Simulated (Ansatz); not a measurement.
# CHGeN (quintet): wave-function methods side by side, cc-pVDZ

An exercise on one series of results from a longer session: the logs are not shown, and one member is left open.

The runs use Ansatz 0.2.0, Gaussian basis; cc-pVDZ, core rule «outside noble gas», up to 16 orbitals frozen.

The runs, in order: UHF; CCSD(T) on UHF; BCCD(T) on ROHF; CISD; CCSDT(Q) on ROHF; CCSDT(Q) on UHF.

32 further runs of the same task are left out: 2 for a mislabelled method, 16 that didn't finish, 14 set aside as unsound or not needed.

**What is computed**

The geometry is a PBE0/def2-TZVP stationary point (not a proven minimum) of the parent state, kept for this charge and spin. No spin-orbit coupling is included. The filled d shell of Ge may be among the frozen orbitals whatever the setting's name suggests; the logs give the count.

4 atoms, charge 0, spin multiplicity 5.

Atoms are counted from 1 here; the program's logs count them from 0.

Bond lengths: Ge1–C2 1.884 Å, Ge1–H4 1.538 Å, C2–N3 1.158 Å. Angles: C2–Ge1–H4 117.5°, Ge1–C2–N3 176.0°.

The first run:

File in.yaml:

```yaml
crystal:
  periodic: [false, false, false]
  atoms:
    - {symbol: Ge, position_ang: [0.000000, -0.035871, 0.645964]}
    - {symbol: C, position_ang: [0.000000, 0.061740, -1.235333]}
    - {symbol: N, position_ang: [0.000000, 0.040290, -2.393320]}
    - {symbol: H, position_ang: [0.000000, 1.289585, 1.425554]}
basis:
  gaussian: {orbitals: cc-pVDZ}
magnetization: {spin_polarized: true, initial_magnetization: 4}
hamiltonian: {xc: hf}
output: {orbitals: {seedname: orbitals}}
```

Run with:

```bash
$ ansatz run in.yaml --threads 1 --pin off --events-out ev --progress --plain --max-ram 2393MiB
```

Among the steps run: UHF; CCSD(T) on UHF; BCCD(T) on ROHF; CISD; CCSDT(Q) on ROHF; CCSDT(Q) on UHF.

One of the session's tables, all rows but one given; the rest of the session is left out.

It belongs to the step «Misses and costs». 

| method | from UCCSDT(Q) (kJ/mol) |
| --- | --- |
| UHF | +846.8 |
| UMP2 | +157.3 |
| UCCSD | ? |
| UCCSD(T) | +18.2 |
| BCCD(T) | +19.1 |
| UCCSDT | +4.3 |
| UCCSDT(Q) | 0 |

Q: Estimate the row for UCCSD from the others.

The run gave: from UCCSDT(Q) (kJ/mol): +47.5. In the column «from UCCSDT(Q) (kJ/mol)» it lies between BCCD(T) (+19.1) and UMP2 (+157.3).

Not comparable, so not listed: CISD; CCSDT(Q) on ROHF (they don't share determinant, frozen orbitals or solution with the rows shown, or repeat one).
